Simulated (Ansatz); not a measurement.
# HO2 (hydroperoxy) at UCCSDT/STO-3G

What is the electronic atomisation energy of HO2 (hydroperoxy) at UCCSDT/STO-3G? 

Program for the calculation: Ansatz 0.2.0.

51 further runs of the same task are left out: 16 that didn't finish, 35 set aside as unsound or not needed.

**1. Starting point**

HO2: 3 atoms, total charge 0, spin state doublet. As SMILES, `[O]O`. The coordinates come from a GFN2-xTB relaxation.

Bond lengths: O1–O2 1.302 Å, O2–H3 0.983 Å. Angles: O1–O2–H3 108.4°.

**2. The energy at UCCSDT/STO-3G**

Contents of in.yaml:

```yaml
crystal:
  periodic: [false, false, false]
  atoms:
    - {symbol: O, position_ang: [-0.366460, 0.947510, -0.094170]}
    - {symbol: O, position_ang: [-0.239810, -0.346560, -0.168450]}
    - {symbol: H, position_ang: [0.606270, -0.600950, 0.262620]}
basis:
  gaussian:
    orbitals: STO-3G
scf:
  omitted_lower_state_checks: [cluster_reference, increment]
correlation:
  method: ccsdt
  frozen_orbitals: {H: 0, O: 1}
magnetization:
  spin_polarized: true
  initial_magnetization: 1
total_charge: 0
accuracy: high
```

Run with:

```bash
$ ansatz run in.yaml --threads 1 --pin off --max-ram 2610MiB --events-out events.jsonl --progress --plain --runs-dir runs
```

The log of the run (excerpt; [...] marks lines left out):

```text
Warning: RAYON_NUM_THREADS=1 ignored (pool sized by the plan → 1); use --threads N
Functional definition: HF
  name "HF"
[...]
168 factors; integrals over basis functions are off by at most 3.9e-8 eV
[...]
mean field -4032.51412797 eV, -148.1921608668 hartree, gradient 1.5e-8 eV, S^2 0.753210; 6 other end points of the search recorded, 0 dependent functions left out
2 core orbitals not correlated: weight in the atoms' cores, before any rotation towards them, 1.000 or more for the frozen orbitals, at most 0.000 for the correlated occupied ones
reference -4032.51412797 eV, -148.1921608668 hartree; 7, 6 occupied and 2, 3 virtual orbitals, 168 factors
second order -1.58666652 eV of doubles, -0.00000000 eV of singles
cycle   1  -1.92835640 eV  change   -3.4e-1 eV  update   6.2e-2
[...]
cycle  26  -2.27493871 eV  change    1.5e-9 eV  update  9.5e-10
Total energy: -4034.78906669 eV, -148.2757633225 hartree
Checks for a lower state left out: cluster_reference, increment
```

Run time: 0.28 s. Hardware: 1 thread of Arm Neoverse V2, shared host.

**3. The H atom: a single-point energy at UHF/STO-3G**

Contents of molecule.yaml:

```yaml
crystal:
  periodic: [false, false, false]
  atoms:
    - {symbol: H, position_ang: [0.000000, 0.000000, 0.000000]}
basis:
  gaussian:
    orbitals: STO-3G
magnetization:
  spin_polarized: true
  initial_magnetization: 1
hamiltonian:
  xc: hf
accuracy: high
```

Run with:

```bash
$ ansatz run molecule.yaml --threads 1 --pin off --max-ram 2610MiB --events-out events.jsonl --progress --plain --runs-dir runs
```

The log of the run:

```text
Warning: RAYON_NUM_THREADS=1 ignored (pool sized by the plan → 1); use --threads N
[... 2 set-up lines as earlier in the session ...]
  exchange = exact_x
  correlation = 0
1 factors; integrals over basis functions are off by at most 4.6e-10 eV
mean field evaluation 1: about -12.6963 eV, gradient 0.0e0 eV
mean field evaluation 2: about -12.6963 eV, gradient 0.0e0 eV
mean field -12.69633895 eV, -0.4665818504 hartree, gradient 0.0e0 eV, S^2 0.750000; 0 other end points of the search recorded, 0 dependent functions left out
reference -12.69633895 eV, -0.4665818504 hartree; 1, 0 occupied and 0, 1 virtual orbitals, 1 factors
Total energy: -12.69633895 eV, -0.4665818504 hartree
```

Wall time 0.04 s (1 thread of Arm Neoverse V2, shared host).

**4. The O atom, same level**

Contents of run.yaml:

```yaml
crystal:
  periodic: [false, false, false]
  atoms:
    - symbol: O
      position_ang: [0.000000, 0.000000, 0.000000]
basis:
  gaussian:
    orbitals: STO-3G
magnetization:
  spin_polarized: true
  initial_magnetization: 2
accuracy: high
correlation:
  method: ccsdt
  frozen_orbitals: {O: 1}
scf:
  omitted_lower_state_checks: [cluster_reference, increment]
```

Run the same way, it converges to -73.80415 Eh (log not shown).

**5. What came out**

Level: UCCSDT/STO-3G, 2 core orbitals frozen.

```
                                             quantity          value
                               molecule: total energy  -148.27576 Eh
molecule: correlation energy (2 core orbitals frozen)      -83.6 mEh
          molecule: ⟨S²⟩ of the reference determinant          0.753
                              molecule: T1 diagnostic          0.026
                                 H atom: total energy    -0.46658 Eh
                                         H atom: ⟨S²⟩          0.750
                                 O atom: total energy   -73.80415 Eh
   O atom: correlation energy (1 core orbital frozen)        0.0 mEh
            O atom: ⟨S²⟩ of the reference determinant          2.000
                                O atom: T1 diagnostic          0.000
                        electronic atomisation energy       5.466 eV
```

Taking the molecule apart into free atoms costs 5.47 eV (527 kJ/mol), before zero-point energy and without spin-orbit coupling. In a minimal basis such a difference can be off by several eV, whatever the method.
